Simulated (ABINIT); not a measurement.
The system is GaGe.

```
CELL_PARAMETERS angstrom
0.00000 2.89784 2.89784
2.89784 0.00000 2.89784
2.89784 2.89784 0.00000
ATOMIC_POSITIONS crystal
Ge 0.00000 0.00000 0.00000
Ga 0.25000 0.25000 0.25000
```

The cell comes from a database or a generator and needn't be the stable form of this composition.

Base run:

```yaml
Program: ABINIT 10.8.3 (patched build)
Functional: SCAN
Potentials_or_basis: JTH PAW PBE v2.0
Cutoff: 707 eV
k_mesh: 8 × 8 × 8
Occupations: fermi-dirac, width 0.05 eV
Spin: no spin polarisation
```

Its results: band gap on the k mesh none (metal or under the smearing width); pressure -2.7 GPa.

Question: The run is repeated on the same cell with these changes: functional from SCAN to r2SCAN. What comes out?

Answer: Band gap on the k mesh none (metal or under the smearing width); pressure -2.2 GPa.

Caveats: the PAW data sets were made with another functional, which shifts forces and pressure a little.
